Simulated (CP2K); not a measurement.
**WF in CP2K: the effect of functional**

Crystal: WF.

```
W F
1.0
     5.30927    0.00000    0.00000
     4.60648    2.63983    0.00000
     4.60648    1.22636    2.33768
W F
1 1
Direct
  0.81412 0.81412 0.81412
  0.93712 0.93712 0.93712
```

The cell was built by a generator and needn't be a form met in nature.

Alike in all runs:

| Item | Value |
| --- | --- |
| Program | CP2K 2026.2 |
| Task | band structure |
| Potentials or basis | POTENTIAL_UZH W GTH-PBE-q14, F GTH-PBE-q7; TZVP-MOLOPT-PBE-GTH basis |
| Density cutoff | 14966 eV |
| k mesh | 11 × 11 × 11 |
| Occupations | fermi-dirac, width 0.05 eV |
| Spin | no spin polarisation |

Problem. One run gave: pressure -8.1 GPa. Which functional did it use?
A. RPBE
B. PBEsol
C. LDA
D. vdW-DF-cx
E. HLE16

Solution. C.

```tsv
functional	pressure (GPa)
PBE	-0.7
LDA	-8.1
PBEsol	-5.2
HLE16	-24.5
RPBE	2.1
vdW-DF-cx	-4.1
r2SCAN	-3.8
```

Caveats: the basis of atomic orbitals isn't converged, which shifts pressures, moduli and gaps; an odd number of electrons without spin polarisation forces a metal; a magnetic or distorted state may lie lower; the potentials were made for another functional, which shifts forces and pressure (some runs); the potentials were made for a functional far from this one (some runs).
